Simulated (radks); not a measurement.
# Br⁵⁺ in [Ar] 3d10 4s2: an all-electron calculation

One table from this session's results is given with a row withheld; the runs are named, their logs left out.

Program: radks (a radial shooting solver on a logarithmic mesh, Libxc functionals) version 1. Level of theory: scalar-relativistic Kohn-Sham, PBEsol, spin-polarised, spherical densities, point nucleus. These are calculated values, not measurements, unless marked.

**Starting point**

```
element       : bromine (Z = 35)
charge        : +5
electrons     : 30
configuration : [Ar] 3d10 4s2
```

Outer shells as boxes (Hund's rule):

Br⁵⁺
```
[Ar] core
3d [↑↓][↑↓][↑↓][↑↓][↑↓]
4s [↑↓]
```

Set-up of the first run:

Settings of this run:

```text
Z 35
configuration [Ar] 3d10 4s2 4p0 5s0
relativity scalar-relativistic
functional pbe_sol,pbe_sol
spin polarised
nucleus point
c 137.035999084
```

Command:

```console
python run_ks.py task.json out
```

All runs below come from this command, one after another.

One of the session's tables, all rows but one given; the rest of the session is left out.

It belongs to the step «Orbitals and density». Sizes of the orbitals, from the radial functions (bohr):

```
level      <r>  outermost maximum (interpolated)  90 % within  nodes
   1s  0.04277                            0.0279       0.0765      0
   2s   0.1896                             0.159        0.293      1
   2p   0.1655                             0.127        0.270      0
   3s   0.5509                             0.484        0.820      2
   3p   0.5627                             0.481        0.859      1
   3d        ?                                 ?            ?      ?
   4s    1.464                              1.33         2.11      3
   4p    1.623                              1.46         2.36      2
   5s    2.980                              2.91         4.19      4
```

Q: Estimate the row for 3d from the others.

The run gave: <r>: 0.5828; outermost maximum (interpolated): 0.429; 90 % within: 0.957; nodes: 0. In the column «<r>» it lies between 3p (0.5627) and 4s (1.464).
